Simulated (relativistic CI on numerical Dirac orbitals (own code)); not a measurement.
# Zr⁺: resonant inelastic X-ray scattering at the M2,3 edge

Aim: the energy losses and their intensities at the absorption maxima, by the Kramers-Heisenberg formula, for 6 crystal fields.

Method: Dirac-Coulomb-Breit CI, KLI orbitals optimised for each configuration, model QED (radiative potential, 1s self-energy scaled to tabulated hydrogen-like ionisation energies), valence Slater integrals scaled by 0.8, Kramers-Heisenberg scattering through one core-hole configuration in a parametric crystal field. Code: relativistic CI on numerical Dirac orbitals (own code) version 3.

## 1. Starting point

- ion: Zr⁺ (Zr II)
- nuclear charge: 40
- electrons: 39
- configurations: [Kr] 4d3 → [Ne] 3s2 3p5 3d10 4s2 4p6 4d4
- temperature: 80 K
- core-hole width: 1.2 eV
- field 1 (cm⁻¹): Oh, 10Dq = 21750
- field 2 (cm⁻¹): D3d, 10Dq = 16000, Dsigma = 130, Dtau = -210
- field 3 (cm⁻¹): D4h, 10Dq = 16650, Ds = -630, Dt = 1160
- field 4 (cm⁻¹): Oh, 10Dq = 14000
- field 5 (cm⁻¹): D3d, 10Dq = 5950, Dsigma = -750, Dtau = 340
- field 6 (cm⁻¹): D4h, 10Dq = 14500, Ds = 2010, Dt = 150

## 2. Field 1: Oh, 10Dq = 21750

Input settings:

```ini
atom Zr  Z=40  charge=1  electrons=39
nucleus A=90  rms_radius_fm=4.2694
hamiltonian dirac-coulomb  breit=on  qed=on  c_scale=1
orbitals kli  potential=per-configuration
slater_scale 0.8
correlation none
mixing on
configurations
  [Kr] 4d3
  [Ne] 3s2 3p5 3d10 4s2 4p6 4d4
end
rixs M2,3 T=80 core_hole_width=1.2
crystal_field Oh 10Dq=21750
```

Run with:

```
python run_levels.py task.json out
```

The settings of every run stand in task.json; they run in order.

The program writes no log. Results of the run, from its result record (rounded, main fields):

```text
{
  "status": "converged",
  "incident [eV]": [333.1, 334.5, 347.2],
  "losses [loss_eV, degeneracy, irrep, S, I1, I2, I3]": [
    [1.89e-12, 4, "G8", 1.5, 571.7, 555.9, 104.2],
    [1.09, 4, "G8", 0.5008, 14.23, 2.171, 13.08],
    [1.129, 4, "G8", 0.5006, 14.75, 6.261, 13.62],
    [1.135, 2, "G6", 0.5005, 11.57, 5.136, 12.83],
    [1.74, 4, "G8", 0.5016, 26.83, 13.12, 25.25],
    [1.754, 2, "G7", 0.5011, 18.7, 7.534, 19.4],
    [2.684, 2, "G7", 1.5, 6.797, 43.36, 1.191],
    [2.692, 4, "G8", 1.499, 14.68, 100, 5.437],
    [2.705, 4, "G8", 1.499, 13.34, 82.57, 2.286],
    [2.706, 2, "G6", 1.5, 6.601, 42.9, 1.607],
    [3.313, 2, "G6", 1.493, 6.513, 37.69, 0.4597],
    [3.32, 4, "G8", 1.499, 8.614, 48.29, 1.717],
    [3.326, 2, "G7", 1.499, 1.652, 13.25, 2.635],
    [3.326, 4, "G8", 1.499, 3.185, 25.56, 5.403],
    [3.766, 2, "G7", 0.501, 0.297, 0.4307, 0.3858],
    [3.768, 2, "G6", 0.5008, 0.1309, 0.5985, 0.2211],
    [3.77, 4, "G8", 0.5009, 0.6765, 2.446, 0.9698],
    [3.792, 4, "G8", 0.5014, 0.2141, 0.9384, 0.2947],
    [4.218, 2, "G6", 0.5005, 0.4569, 1.611, 0.6744],
    [4.221, 4, "G8", 0.5011, 0.7767, 2.794, 1.284],
    [4.534, 2, "G7", 0.5011, 0.4526, 0.08527, 0.5743],
    [4.552, 4, "G8", 0.5007, 0.4672, 0.2372, 0.6778],
    "... 2 more rows left out ..."
  ],
  "ground_S": 1.49963
}
```

Wall time 2.4 s (1 thread of AMD EPYC 7R43, shared host).

## 3. Field 2: D3d, 10Dq = 16000, Dsigma = 130, Dtau = -210

Settings: those of step 2 with these lines changed.

```diff
@@ -12,2 +12,2 @@
 rixs M2,3 T=80 core_hole_width=1.2
-crystal_field Oh 10Dq=21750
+crystal_field D3d 10Dq=16000 Dsigma=130 Dtau=-210
```

Result record:

```text
{
  "status": "converged",
  "incident [eV]": [333.9, 347.6],
  "losses [loss_eV, degeneracy, irrep, S, I1, I2]": [
    [3.776e-16, 2, "G56", 1.5, 2321, 421.1],
    [0.0001412, 2, "G4", 1.5, 3.859, 5.033],
    [1.032, 2, "G4", 0.5036, 13.25, 21],
    [1.04, 2, "G56", 0.5024, 6.681, 10.35],
    [1.104, 2, "G4", 0.5015, 16.41, 12.65],
    [1.126, 2, "G56", 0.5025, 20.04, 20.05],
    [1.127, 2, "G4", 0.5017, 24.02, 24.14],
    [1.689, 2, "G56", 0.5165, 45.46, 29.16],
    [1.712, 2, "G4", 0.5236, 43.97, 28.06],
    [1.716, 2, "G4", 0.5136, 47.69, 41.34],
    [1.853, 2, "G4", 1.495, 89.39, 14.96],
    [1.857, 2, "G4", 1.49, 94.64, 21.84],
    [1.859, 2, "G56", 1.495, 93.62, 18.3],
    [1.862, 2, "G4", 1.498, 91.07, 14.73],
    [1.933, 2, "G56", 1.495, 100, 19.3],
    [1.934, 2, "G4", 1.498, 92.61, 16.8],
    [2.443, 2, "G4", 1.495, 73.42, 6.903],
    [2.446, 2, "G4", 1.499, 53.22, 8.445],
    [2.448, 2, "G56", 1.499, 39.93, 14.42],
    [2.45, 2, "G4", 1.498, 29.62, 20.3],
    [2.578, 2, "G4", 1.494, 50.12, 14.1],
    [2.579, 2, "G56", 1.498, 46.85, 12.3],
    "... 21 more rows left out ..."
  ],
  "ground_S": 1.49954
}
```

It took 2.3 s on 1 thread of AMD EPYC 7R43, shared host.

## 4. Field 3: D4h, 10Dq = 16650, Ds = -630, Dt = 1160

Settings: those of step 3 with these lines changed.

```diff
@@ -12,2 +12,2 @@
 rixs M2,3 T=80 core_hole_width=1.2
-crystal_field D3d 10Dq=16000 Dsigma=130 Dtau=-210
+crystal_field D4h 10Dq=16650 Ds=-630 Dt=1160
```

Result record:

```text
{
  "status": "converged",
  "incident [eV]": [333.9, 347.7],
  "losses [loss_eV, degeneracy, irrep, S, I1, I2]": [
    [6.713e-06, 4, "G6+G7", 1.498, 2987, 409.9],
    [0.3894, 2, "G6", 0.5075, 32.09, 15.29],
    [0.4256, 2, "G7", 0.5039, 26.83, 14.08],
    [0.7558, 2, "G7", 1.495, 69.37, 21.16],
    [0.7682, 2, "G7", 1.498, 78.68, 24.72],
    [0.7719, 2, "G6", 1.454, 54.62, 20.85],
    [0.7809, 2, "G6", 1.488, 50.75, 23.13],
    [0.9057, 2, "G6", 0.5897, 7.459, 1.508],
    [1.024, 2, "G7", 0.5114, 20.25, 11.9],
    [1.093, 2, "G6", 0.5126, 20.13, 12.51],
    [1.12, 2, "G6", 0.5147, 38.77, 18.25],
    [1.593, 2, "G7", 0.7063, 36.11, 41.03],
    [1.627, 2, "G6", 1.498, 93.65, 8.369],
    [1.633, 2, "G6", 1.496, 76.65, 9.71],
    [1.637, 2, "G7", 1.492, 43.88, 21.34],
    [1.652, 2, "G7", 1.387, 31.58, 19.48],
    [1.756, 2, "G7", 0.9616, 8.741, 3.096],
    [1.767, 2, "G6", 0.8038, 12.91, 4.354],
    [1.794, 2, "G6", 1.317, 17.76, 3.109],
    [1.799, 2, "G7", 1.192, 14.37, 2.997],
    [1.943, 2, "G7", 0.5061, 2.387, 1.195],
    [1.951, 2, "G6", 0.5095, 5.491, 2.017],
    "... 23 more rows left out ..."
  ],
  "ground_S": 1.49803
}
```

Run time: 2.4 s. Hardware: 1 thread of AMD EPYC 7R43, shared host.

## 5. Field 4: Oh, 10Dq = 14000

Settings: those of step 4 with these lines changed.

```diff
@@ -12,2 +12,2 @@
 rixs M2,3 T=80 core_hole_width=1.2
-crystal_field D4h 10Dq=16650 Ds=-630 Dt=1160
+crystal_field Oh 10Dq=14000
```

Result record:

```text
{
  "status": "converged",
  "incident [eV]": [333.9, 347.6],
  "losses [loss_eV, degeneracy, irrep, S, I1, I2]": [
    [1.866e-12, 4, "G8", 1.5, 1392, 254.5],
    [1.07, 4, "G8", 0.5048, 7.605, 16.63],
    [1.117, 4, "G8", 0.5025, 20.22, 17.08],
    [1.125, 2, "G6", 0.5025, 15.79, 16.27],
    [1.654, 4, "G8", 0.589, 61.62, 36.27],
    [1.672, 2, "G7", 0.589, 30.07, 23.15],
    [1.726, 2, "G7", 1.455, 49.2, 8.181],
    [1.737, 4, "G8", 1.454, 100, 23.88],
    [1.746, 4, "G8", 1.497, 94.91, 15.75],
    [1.746, 2, "G6", 1.499, 48.11, 10.32],
    [2.324, 2, "G6", 1.493, 50.86, 1.495],
    [2.326, 2, "G7", 1.497, 17.26, 11.74],
    [2.326, 4, "G8", 1.498, 32.92, 23.1],
    [2.327, 4, "G8", 1.499, 65.19, 7.114],
    [2.792, 2, "G7", 0.5013, 1.104, 1.024],
    [2.797, 4, "G8", 0.5013, 3.055, 2.391],
    [2.806, 2, "G6", 0.5011, 0.6987, 0.5715],
    [2.832, 4, "G8", 0.5026, 1.248, 0.7837],
    [3.23, 2, "G6", 0.5028, 2.005, 1.627],
    [3.235, 4, "G8", 0.5064, 3.185, 3.02],
    [3.598, 2, "G7", 0.5506, 1.269, 1.623],
    [3.615, 4, "G8", 0.5335, 1.54, 1.815],
    "... 4 more rows left out ..."
  ],
  "ground_S": 1.49953
}
```

Run time: 2.2 s. Hardware: 1 thread of AMD EPYC 7R43, shared host.

## 6. Field 5: D3d, 10Dq = 5950, Dsigma = -750, Dtau = 340

Settings: those of step 5 with these lines changed.

```diff
@@ -12,2 +12,2 @@
 rixs M2,3 T=80 core_hole_width=1.2
-crystal_field Oh 10Dq=14000
+crystal_field D3d 10Dq=5950 Dsigma=-750 Dtau=340
```

Result record:

```text
{
  "status": "converged",
  "incident [eV]": [333.8, 347.6],
  "losses [loss_eV, degeneracy, irrep, S, I1, I2]": [
    [3.776e-16, 2, "G4", 1.499, 3990, 517.8],
    [0.0012, 2, "G56", 1.5, 8.16, 7.505],
    [0.9396, 2, "G4", 1.495, 100, 24.36],
    [0.9417, 2, "G4", 1.428, 74.98, 32.24],
    [0.944, 2, "G56", 1.353, 37.9, 32.19],
    [0.9566, 2, "G4", 1.454, 48.79, 34.31],
    [0.9615, 2, "G56", 1.438, 66.42, 29.08],
    [0.9719, 2, "G4", 1.421, 44.25, 22.1],
    [1.012, 2, "G4", 0.7455, 32.27, 7.789],
    [1.018, 2, "G56", 0.761, 36.79, 8.834],
    [1.066, 2, "G56", 0.6377, 37.97, 12.72],
    [1.097, 2, "G4", 0.6176, 61.1, 24.58],
    [1.175, 2, "G4", 0.5259, 52.49, 28.12],
    [1.216, 2, "G4", 1.474, 43.66, 17.3],
    [1.228, 2, "G56", 1.48, 33.4, 8.999],
    [1.369, 2, "G4", 0.5312, 66.32, 28.12],
    [1.574, 2, "G4", 1.361, 28.28, 36.31],
    [1.585, 2, "G56", 1.408, 39.41, 22.61],
    [1.594, 2, "G4", 1.487, 67.25, 10.92],
    [1.601, 2, "G4", 1.489, 78.14, 5.053],
    [1.649, 2, "G56", 0.6642, 44.92, 16.82],
    [1.651, 2, "G4", 0.7487, 55.06, 19.34],
    "... 23 more rows left out ..."
  ],
  "ground_S": 1.49928
}
```

Run time: 2 s. Hardware: 1 thread of AMD EPYC 7R43, shared host.

## 7. Field 6: D4h, 10Dq = 14500, Ds = 2010, Dt = 150

Settings: those of step 6 with these lines changed.

```diff
@@ -12,2 +12,2 @@
 rixs M2,3 T=80 core_hole_width=1.2
-crystal_field D3d 10Dq=5950 Dsigma=-750 Dtau=340
+crystal_field D4h 10Dq=14500 Ds=2010 Dt=150
```

Result record:

```text
{
  "status": "converged",
  "incident [eV]": [333.5, 347.4],
  "losses [loss_eV, degeneracy, irrep, S, I1, I2]": [
    [1.6e-05, 4, "G6+G7", 1.499, 2297, 334.2],
    [0.7017, 2, "G7", 0.5054, 35.01, 23.22],
    [0.7334, 2, "G6", 0.5033, 36.33, 26.63],
    [1.04, 2, "G6", 0.5107, 13.21, 18.46],
    [1.079, 2, "G7", 0.5068, 9.783, 15.36],
    [1.111, 2, "G6", 0.5086, 17.92, 17.79],
    [1.338, 2, "G6", 1.499, 70.58, 12.01],
    [1.341, 2, "G7", 1.497, 63.6, 11.35],
    [1.444, 2, "G7", 1.461, 100, 29.13],
    [1.463, 2, "G7", 1.491, 81, 23.21],
    [1.479, 2, "G6", 1.497, 75.11, 21.97],
    [1.493, 2, "G6", 1.492, 65.24, 16.29],
    [1.563, 2, "G7", 0.5869, 43.22, 20.42],
    [1.8, 2, "G7", 1.498, 25.67, 4.693],
    [1.8, 2, "G6", 1.499, 27.51, 8.545],
    [1.993, 2, "G6", 0.5033, 17.3, 17.6],
    [2.023, 2, "G7", 0.503, 16.3, 17.73],
    [2.15, 2, "G6", 0.5009, 5.735, 6.178],
    [2.261, 2, "G7", 0.5031, 0.1864, 0.4959],
    [2.427, 2, "G6", 0.5068, 0.4379, 0.2241],
    [2.434, 2, "G7", 0.5007, 3.006, 2.581],
    [2.435, 2, "G6", 0.5009, 4.216, 3.115],
    "... 22 more rows left out ..."
  ],
  "ground_S": 1.49929
}
```

Wall time 2.1 s (1 thread of AMD EPYC 7R43, shared host).

## 8. The fields side by side

| field | S, thermal mean | first incident energy (eV) | lowest loss over 0.08 eV (eV) | strongest such loss there (eV) | its level |
| --- | --- | --- | --- | --- | --- |
| 1: Oh | 1.50 | 333.1 | 1.090 | 1.740 | G8, S = 0.5 |
| 2: D3d | 1.50 | 333.9 | 1.032 | 1.933 | G56, S = 1.5 |
| 3: D4h | 1.50 | 333.9 | 0.389 | 2.064 | G6, S = 1.5 |
| 4: Oh | 1.50 | 333.9 | 1.070 | 1.737 | G8, S = 1.5 |
| 5: D3d | 1.50 | 333.8 | 0.940 | 0.940 | G4, S = 1.5 |
| 6: D4h | 1.50 | 333.5 | 0.702 | 1.444 | G7, S = 1.5 |

## 9. Outcome

| quantity | value |
| --- | --- |
| incident energies, field 1 | 333.1, 334.5, 347.2 eV |
| strongest loss over 0.08 eV, field 1 | 1.74 eV |
| share of spin-changing ones, field 1 | 59 % |

In words: In field 1 the strongest loss over 0.08 eV at the first resonance is 1.74 eV (G8, S = 0.5). Losses that change the spin take 59 % of the listed intensity; the core hole's spin-orbit coupling allows them. Only the lowest levels kept in the record count, and labels are spin-orbit irreps. Polarisations are summed, and charge-transfer losses are outside the model.
